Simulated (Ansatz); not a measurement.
# Cl2GeH2: reaction (reductive elimination), part 2 of 2

How high is the barrier for the reaction (reductive elimination)? Relax the two ends, then run a nudged elastic band between them. Meant to form: H2–H3; to break: Ge1–H2, Ge1–H3. The start is a guess near the saddle point, from which both ends are pulled out.

Ansatz 0.2.0; RKS B3LYP/def2-SVP. Earlier steps stand in the parts before.

### 8 Frequencies at the highest image

The geometry is the highest inner image of the first converged band.

Input file input.yaml:

```yaml
crystal:
  periodic: [false, false, false]
  atoms:
    - { symbol: Ge, position_ang: [0.308523, 0.00298, -0.446529] }
    - { symbol: H, position_ang: [0.591853, -0.001634, 1.310053] }
    - { symbol: H, position_ang: [1.601906, 0.007909, 0.396951] }
    - { symbol: Cl, position_ang: [-0.939716, 1.78479, -0.395501] }
    - { symbol: Cl, position_ang: [-0.917865, -1.794045, -0.408475] }
basis:
  gaussian: { orbitals: def2-SVP }
hamiltonian:
  xc: b3lyp
phonons: {}
```

Run with:

```bash
> ansatz run input.yaml --threads 2 --pin off --max-ram 3072MiB --backend cpu --events-out ev --progress --plain --runs-dir out
```

What it wrote (excerpt; [...] marks lines left out):

```text
Warning: RAYON_NUM_THREADS=2 ignored (pool sized by the plan → 2); use --threads N
[...]
Functional definition: B3LYP
[...]
790 factors; integrals over basis functions are off by at most 3.1e-4 eV
[...]
mean field -81582.40346630 eV, -2998.0980288472 hartree, gradient 3.9e-5 eV, S^2 0.000000; 0 other end points of the search recorded, 0 dependent functions left out
[...]
reference -81582.40368413 eV, -2998.0980368523 hartree; 34, 34 occupied and 44, 44 virtual orbitals, 790 factors
[...]
WARN: phonons: modes at or below zero, which the zero-point energy, F, S and C_V leave out: 1, the lowest at -1446.90 cm⁻¹. A minimum has none, and a first-order saddle one
[...]
Atom 0 at     0.308523     0.002980    -0.446529 Å, force     0.001213     0.002174     0.000219 eV/Å
Atom 1 at     0.591853    -0.001634     1.310053 Å, force     0.000370     0.000070     0.000079 eV/Å
Atom 2 at     1.601906     0.007909     0.396951 Å, force    -0.001731    -0.000148    -0.000469 eV/Å
Atom 3 at    -0.939716     1.784790    -0.395501 Å, force     0.000756    -0.001286     0.000059 eV/Å
Atom 4 at    -0.917865    -1.794045    -0.408475 Å, force    -0.000607    -0.000810     0.000111 eV/Å
Dipole moment:     0.377592     0.002181    -0.013249 e Å
Vibrations: -1446.90 141.88 394.82 426.60 474.43 532.50 792.52 1417.51 2127.62 cm⁻¹, zero-point energy 0.391039 eV
```

Wall time 23 s (2 threads of Intel Xeon Platinum 8488C (Sapphire Rapids), shared host); peak memory 0.17 GiB.

Of 9 modes, 1 is imaginary by more than 30 cm⁻¹ (1447i cm⁻¹).

### 9 The band again, with other settings

crystal.atoms is end A as relaxed above, and neb.final_atoms is end B, turned to lie on A. With 5 inner images the band has 7 in all. The start path is listed, through a guess of the saddle.

Input file input.yaml:

```yaml
crystal:
  periodic: [false, false, false]
  atoms:
    - { symbol: Ge, position_ang: [0.27097, 0.0, 0.191748] }
    - { symbol: H, position_ang: [0.192502, 0.0, 1.723635] }
    - { symbol: H, position_ang: [1.689186, 0.0, -0.392633] }
    - { symbol: Cl, position_ang: [-0.753978, 1.767955, -0.533126] }
    - { symbol: Cl, position_ang: [-0.753978, -1.767955, -0.533126] }
basis:
  gaussian: { orbitals: def2-SVP }
hamiltonian:
  xc: b3lyp
neb:
  order_check: false
  images: 5
  f_tol: 0.2
  max_iterations: 60
  final_atoms:
    - { symbol: Ge, position_ang: [-0.8261667, -1.0e-07, -0.58918386] }
    - { symbol: H, position_ang: [2.49172515, -1.945e-05, 2.23032026] }
    - { symbol: H, position_ang: [2.92968601, 1.986e-05, 1.60831328] }
    - { symbol: Cl, position_ang: [-1.97526274, 1.70900884, -1.39648749] }
    - { symbol: Cl, position_ang: [-1.97527972, -1.70900916, -1.39646419] }
  initial_path:
    images:
      - { positions_ang: [[0.27097, 0.0, 0.191748], [0.192502, 0.0, 1.723635], [1.689186, 0.0, -0.392633], [-0.753978, 1.767955, -0.533126], [-0.753978, -1.767955, -0.533126]] }
      - { positions_ang: [[0.18064662, 0.0, 0.12783212], [0.48710396, 0.0, 1.60902137], [1.67932503, 0.0, -0.07665842], [-0.8511868, 1.78247, -0.60184853], [-0.8511868, -1.78247, -0.60184853]] }
      - { positions_ang: [[0.09032325, 0.0, 0.06391623], [0.78170591, 0.0, 1.49440774], [1.66946406, 0.0, 0.23931615], [-0.94839561, 1.796985, -0.67057106], [-0.94839561, -1.796985, -0.67057106]] }
      - { positions_ang: [[-1.3e-07, 0.0, 3.5e-07], [1.07630787, 0.0, 1.37979411], [1.65960309, 0.0, 0.55529073], [-1.04560441, 1.8115, -0.73929359], [-1.04560441, -1.8115, -0.73929359]] }
      - { positions_ang: [[-0.27538899, -3.0e-08, -0.19639439], [1.54811363, -6.48e-06, 1.66330283], [2.08296406, 6.62e-06, 0.90629824], [-1.35549052, 1.77733628, -0.95835822], [-1.35549618, -1.77733639, -0.95835046]] }
      - { positions_ang: [[-0.55077784, -6.0e-08, -0.39278912], [2.01991939, -1.297e-05, 1.94681155], [2.50632504, 1.324e-05, 1.25730576], [-1.66537663, 1.74317256, -1.17742286], [-1.66538795, -1.74317277, -1.17740733]] }
      - { positions_ang: [[-0.8261667, -1.0e-07, -0.58918386], [2.49172515, -1.945e-05, 2.23032026], [2.92968601, 1.986e-05, 1.60831328], [-1.97526274, 1.70900884, -1.39648749], [-1.97527972, -1.70900916, -1.39646419]] }
```

Run with:

```bash
> ansatz run input.yaml --threads 2 --pin off --max-ram 3072MiB --backend cpu --events-out ev --progress --plain --runs-dir out
```

What it wrote (excerpt; [...] marks lines left out):

```text
Warning: RAYON_NUM_THREADS=2 ignored (pool sized by the plan → 2); use --threads N
[...]
Functional definition: B3LYP
[...]
791 factors; integrals over basis functions are off by at most 2.1e-4 eV
[...]
mean field -81585.25892293 eV, -2998.2029649428 hartree, gradient 2.3e-5 eV, S^2 0.000000; 0 other end points of the search recorded, 0 dependent functions left out
[...]
Atom 1 at     0.593385     0.005485     1.308396 Å, force     0.001281     0.000191     0.003216 eV/Å
Atom 2 at     1.602133    -0.004923     0.394162 Å, force     0.000366     0.001429     0.000527 eV/Å
Atom 3 at    -0.921471     1.792440    -0.410765 Å, force     0.003193    -0.008765    -0.000002 eV/Å
Atom 4 at    -0.936701    -1.789273    -0.388228 Å, force     0.005224     0.013066    -0.001099 eV/Å
Dipole moment:     0.377759    -0.001111    -0.013611 e Å
this run last wrote the band of iteration 18 to <dir>
```

Wall time 98 s (2 threads of Intel Xeon Platinum 8488C (Sapphire Rapids), shared host); peak memory 0.2 GiB.

### 10 Images and barrier

Images 0 and 6 are the ends. Energies count from image 0; the path length is the program's own measure over all atoms.

| image | path (Å) | energy (eV) | H2–H3 (Å) | Ge1–H2 (Å) | Ge1–H3 (Å) | band force (eV/Å) |
| --- | --- | --- | --- | --- | --- | --- |
| 0 | 0.000 | 0.0000 | 2.59 | 1.53 | 1.53 | - |
| 1 | 0.629 | 0.9167 | 1.98 | 1.52 | 1.51 | 0.012 |
| 2* | 1.258 | 2.8555 | 1.36 | 1.78 | 1.54 | 0.013 |
| 3 | 2.457 | 0.4929 | 0.76 | 2.84 | 2.76 | 0.111 |
| 4 | 3.656 | 0.4691 | 0.76 | 3.74 | 3.37 | 0.071 |
| 5 | 4.856 | 0.4801 | 0.76 | 3.96 | 3.24 | 0.030 |
| 6 | 6.056 | 0.4757 | 0.76 | 4.35 | 4.35 | - |

The star marks the climbing image.

image, energy (eV) and a bar:
```
        0      0.000 
        1      0.917 ##########
        2      2.855 ##############################
        3      0.493 #####
        4      0.469 #####
        5      0.480 #####
        6      0.476 #####
```

### 11 A trajectory let go at the top

It starts at the highest inner image of the first converged band: 200 steps of 0.5 fs at constant energy, with velocities drawn for 300 K.

Input file input.yaml:

```yaml
crystal:
  periodic: [false, false, false]
  atoms:
    - { symbol: Ge, position_ang: [0.308523, 0.00298, -0.446529] }
    - { symbol: H, position_ang: [0.591853, -0.001634, 1.310053] }
    - { symbol: H, position_ang: [1.601906, 0.007909, 0.396951] }
    - { symbol: Cl, position_ang: [-0.939716, 1.78479, -0.395501] }
    - { symbol: Cl, position_ang: [-0.917865, -1.794045, -0.408475] }
basis:
  gaussian: { orbitals: def2-SVP }
hamiltonian:
  xc: b3lyp
md:
  timestep: 0.5
  n_steps: 200
  ensemble: nve
  temperature: 300.0
  initial_velocities: maxwell_boltzmann
  seed: 2634
```

Run with:

```bash
> ansatz run input.yaml --threads 2 --pin off --max-ram 3072MiB --backend cpu --events-out ev --progress --plain --runs-dir out
```

What it wrote (excerpt; [...] marks lines left out):

```text
Warning: RAYON_NUM_THREADS=2 ignored (pool sized by the plan → 2); use --threads N
[...]
Functional definition: B3LYP
[...]
790 factors; integrals over basis functions are off by at most 3.1e-4 eV
[...]
mean field -81582.40346630 eV, -2998.0980288472 hartree, gradient 3.9e-5 eV, S^2 0.000000; 0 other end points of the search recorded, 0 dependent functions left out
[...]
md step    72: t =    36.00 fs  T =  5485.7 K  F+E_penalty+E_count = -81584.41565677 eV  E_kin = 2.127252 eV  conserved = -81582.28840482 eV  (27 SCF iters)
[...]
md step    96: t =    48.00 fs  T =  2914.8 K  F+E_penalty+E_count = -81583.41795285 eV  E_kin = 1.130300 eV  conserved = -81582.28765276 eV  (26 SCF iters)
md step    97: t =    48.50 fs  T =  2933.7 K  F+E_penalty+E_count = -81583.42541082 eV  E_kin = 1.137646 eV  conserved = -81582.28776523 eV  (26 SCF iters)
```

### 12 The output, continued: dynamics from the highest image of the converged band

The log, continued (excerpt; [...] marks lines left out):

```text
md step    98: t =    49.00 fs  T =  2948.8 K  F+E_penalty+E_count = -81583.43138849 eV  E_kin = 1.143505 eV  conserved = -81582.28788363 eV  (26 SCF iters)
[...]
md step   123: t =    61.50 fs  T =  1227.6 K  F+E_penalty+E_count = -81582.76251313 eV  E_kin = 0.476046 eV  conserved = -81582.28646669 eV  (27 SCF iters)
[...]
Atom 1 at     0.742781    -0.044554     1.225218 Å, force    -0.998638     0.050240    -1.475624 eV/Å
Atom 2 at     1.796637     0.061817    -0.685580 Å, force    -0.718097    -0.097569    -1.480061 eV/Å
Atom 3 at    -0.910880     1.926222    -0.391879 Å, force     0.575354    -1.320248    -0.630386 eV/Å
Atom 4 at    -0.832695    -1.855401    -0.430200 Å, force    -0.487684    -0.509142    -0.793705 eV/Å
Dipole moment:     0.237497    -0.144024    -0.258534 e Å
```

Run time: 3.6 min. Hardware: 2 threads of Intel Xeon Platinum 8488C (Sapphire Rapids), shared host; peak memory 0.17 GiB.

### 13 The trajectory

One step in 15; energies are changes from step 0:

| time (fs) | T (K) | potential energy change (meV/atom) | total energy change (meV/atom) | H2–H3 (Å) | Ge1–H2 (Å) |
| --- | --- | --- | --- | --- | --- |
| 0.0 | 300 | 0.0 | 0.00 | 1.36 | 1.78 |
| 7.5 | 206 | 7.3 | 0.02 | 1.45 | 1.80 |
| 15.0 | 718 | -32.3 | 0.11 | 1.64 | 1.67 |
| 22.5 | 3900 | -279.5 | -0.23 | 2.49 | 1.51 |
| 30.0 | 4998 | -364.5 | -0.14 | 3.17 | 1.58 |
| 37.5 | 5163 | -377.4 | -0.21 | 3.06 | 1.58 |
| 45.0 | 2949 | -205.4 | -0.03 | 2.95 | 1.66 |
| 52.5 | 2575 | -176.7 | -0.20 | 2.11 | 1.56 |
| 60.0 | 938 | -49.4 | 0.08 | 1.58 | 1.52 |
| 67.5 | 5272 | -386.2 | -0.57 | 2.29 | 1.71 |
| 75.0 | 5146 | -376.2 | -0.34 | 3.23 | 1.84 |
| 82.5 | 3063 | -214.5 | -0.26 | 3.15 | 1.55 |
| 90.0 | 2848 | -198.0 | -0.32 | 3.01 | 1.54 |
| 97.5 | 4192 | -302.1 | -0.28 | 2.65 | 1.73 |
| 100.0 | 4166 | -300.4 | -0.55 | 2.18 | 1.72 |

time (fs), T (K) and a bar:
```
      0.0        300 #
      4.5        244 
      8.5        202 
     13.0        368 #
     17.5       1639 ########
     21.5       3578 ##################
     26.0       4501 #######################
     30.5       5077 ###########################
     35.0       5566 #############################
     39.0       4646 ########################
     43.5       3167 ################
     48.0       2915 ###############
     52.0       2700 ##############
     56.5       1237 ######
     61.0       1097 #####
     65.0       3354 #################
     69.5       5717 ##############################
     74.0       5349 ############################
     78.5       4040 #####################
     82.5       3063 ################
     87.0       1718 ########
     91.5       3249 #################
     95.5       3810 ####################
    100.0       4166 ######################
```

The last frame stands with the bonds of end A.

### 14 Dynamics from the top

It starts at the highest inner image of the first converged band: 200 steps of 0.5 fs at constant energy, with velocities drawn for 100 K.

Changes to input.yaml since step 11:

```diff
@@ -16,4 +16,4 @@
   ensemble: nve
-  temperature: 300.0
+  temperature: 100.0
   initial_velocities: maxwell_boltzmann
-  seed: 2634
+  seed: 2635
```

Run with:

```bash
> ansatz run input.yaml --threads 2 --pin off --max-ram 3072MiB --backend cpu --events-out ev --progress --plain --runs-dir out
```

What it wrote (excerpt; [...] marks lines left out):

```text
Warning: RAYON_NUM_THREADS=2 ignored (pool sized by the plan → 2); use --threads N
[...]
Functional definition: B3LYP
[...]
790 factors; integrals over basis functions are off by at most 3.1e-4 eV
[...]
mean field -81582.40346630 eV, -2998.0980288472 hartree, gradient 3.9e-5 eV, S^2 0.000000; 0 other end points of the search recorded, 0 dependent functions left out
[...]
md step    72: t =    36.00 fs  T =  5674.2 K  F+E_penalty+E_count = -81584.57213611 eV  E_kin = 2.200359 eV  conserved = -81582.37177678 eV  (29 SCF iters)
[...]
md step    96: t =    48.00 fs  T =  5168.4 K  F+E_penalty+E_count = -81584.36663432 eV  E_kin = 2.004200 eV  conserved = -81582.36243391 eV  (26 SCF iters)
md step    97: t =    48.50 fs  T =  5057.7 K  F+E_penalty+E_count = -81584.32310602 eV  E_kin = 1.961270 eV  conserved = -81582.36183599 eV  (24 SCF iters)
```

### 15 More of the same log: dynamics from the highest image of the converged band

Output, continued (excerpt; [...] marks lines left out):

```text
md step    98: t =    49.00 fs  T =  5117.3 K  F+E_penalty+E_count = -81584.34657594 eV  E_kin = 1.984403 eV  conserved = -81582.36217334 eV  (24 SCF iters)
[...]
md step   123: t =    61.50 fs  T =  5929.4 K  F+E_penalty+E_count = -81584.67641170 eV  E_kin = 2.299305 eV  conserved = -81582.37710711 eV  (24 SCF iters)
[...]
Atom 1 at     4.318756    -0.589380    12.473017 Å, force     4.768411    -1.867150     4.316011 eV/Å
Atom 2 at     3.865891    -0.412053    12.063113 Å, force    -4.768461     1.867156    -4.315978 eV/Å
Atom 3 at    -1.051756     1.591722    -0.301654 Å, force    -0.246663     0.802578     0.098842 eV/Å
Atom 4 at    -1.005875    -1.577970    -0.316828 Å, force    -0.563248    -1.207152     0.228444 eV/Å
Dipole moment:     0.354044    -0.032178    -0.142641 e Å
```

Wall time 3.2 min (2 threads of Intel Xeon Platinum 8488C (Sapphire Rapids), shared host); peak memory 0.19 GiB.

### 16 The trajectory

One step in 11; energies are changes from step 0:

| time (fs) | T (K) | potential energy change (meV/atom) | total energy change (meV/atom) | H2–H3 (Å) | Ge1–H2 (Å) |
| --- | --- | --- | --- | --- | --- |
| 0.0 | 100 | 0.0 | 0.00 | 1.36 | 1.78 |
| 5.5 | 177 | -5.9 | 0.06 | 1.22 | 1.77 |
| 11.0 | 2446 | -183.2 | -1.22 | 0.80 | 1.92 |
| 16.5 | 4443 | -336.5 | 0.26 | 0.94 | 2.61 |
| 22.0 | 5774 | -442.3 | -2.22 | 0.69 | 3.28 |
| 27.5 | 6103 | -468.0 | -2.46 | 0.74 | 4.07 |
| 33.0 | 5158 | -391.7 | 0.56 | 0.94 | 4.93 |
| 38.5 | 6104 | -467.5 | -1.91 | 0.78 | 5.62 |
| 44.0 | 5485 | -418.3 | -0.69 | 0.66 | 6.32 |
| 49.5 | 5333 | -405.6 | 0.22 | 0.91 | 7.20 |
| 55.0 | 5647 | -430.5 | -0.37 | 0.87 | 7.94 |
| 60.5 | 5108 | -386.4 | 1.97 | 0.63 | 8.58 |
| 66.0 | 5895 | -450.3 | -0.82 | 0.84 | 9.43 |
| 71.5 | 5332 | -405.3 | 0.39 | 0.92 | 10.22 |
| 77.0 | 5835 | -446.7 | -1.93 | 0.68 | 10.85 |
| 82.5 | 6121 | -469.3 | -2.37 | 0.75 | 11.63 |
| 88.0 | 5059 | -384.0 | 0.57 | 0.94 | 12.45 |
| 93.5 | 5972 | -457.5 | -2.07 | 0.77 | 13.11 |
| 99.0 | 5444 | -415.6 | -1.14 | 0.66 | 13.80 |
| 100.0 | 5067 | -383.8 | 1.39 | 0.64 | 13.93 |

time (fs), T (K) and a bar:
```
      0.0        100 
      4.5        126 
      8.5        793 ###
     13.0       2860 ##############
     17.5       4684 #######################
     21.5       5282 ##########################
     26.0       5466 ###########################
     30.5       6138 ##############################
     35.0       6113 ##############################
     39.0       5890 #############################
     43.5       5934 #############################
     48.0       5168 #########################
     52.0       5317 ##########################
     56.5       5055 #########################
     61.0       5477 ###########################
     65.0       5285 ##########################
     69.5       6080 ##############################
     74.0       6023 #############################
     78.5       5845 #############################
     82.5       6121 ##############################
     87.0       5343 ##########################
     91.5       5148 #########################
     95.5       4997 ########################
    100.0       5067 #########################
```

Bonds that form or break, judged by distance (formed within 1.15 times the sum of covalent radii and held on average over 12 fs, broken when stretched by half; pairs already stretched at the start don't count as bonds):

| time (fs) | bond | event |
| --- | --- | --- |
| 10.5 | H2–H3 | forms |
| 18.5 | Ge1–H3 | breaks |

The last frame stands with the bonds of end B.

### 17 What came out

The summary covers parts 1 to 2.

| quantity | value |
| --- | --- |
| end A | 4 moves, 0.768 eV lower |
| end B | 8 moves, 0.264 eV lower |
| first band: barrier forwards | 2.86 eV |
| first band: barrier backwards | 2.38 eV |
| first band: second end relative to first | +0.476 eV |
| first band: highest image | 2 of 0 to 6, climbing |
| first band: band iterations | 25 |
| pieces at the ends | Cl2GeH2 → Cl2Ge + H2 |
| imaginary modes at the top | 1447i cm⁻¹ |
| second band | top 2.855 eV above image 0, 18 iterations, 5 inner images |
| time, first and second band | 2.2 min and 98 s |
| trajectory at 300 K, after 100 fs | with the bonds of end A, at 4166 K |
| trajectory at 100 K, after 100 fs | with the bonds of end B, at 5067 K |

In words: In the first band: the barrier from the first end is 2.86 eV, 110 times kT at 300 K, which at an assumed attempt frequency of 10^13 s⁻¹ means a rate near 10^-35 s⁻¹. The second end lies 0.48 eV above the first, so the way back costs 2.38 eV. By distance, end A alone has Ge1–H2, Ge1–H3 and end B alone has H2–H3. One imaginary mode, as a first-order saddle point has. The second band's top agrees with the first's to 1 meV, so the changed settings hardly move the height. These are electronic energies, with no zero-point or thermal terms.
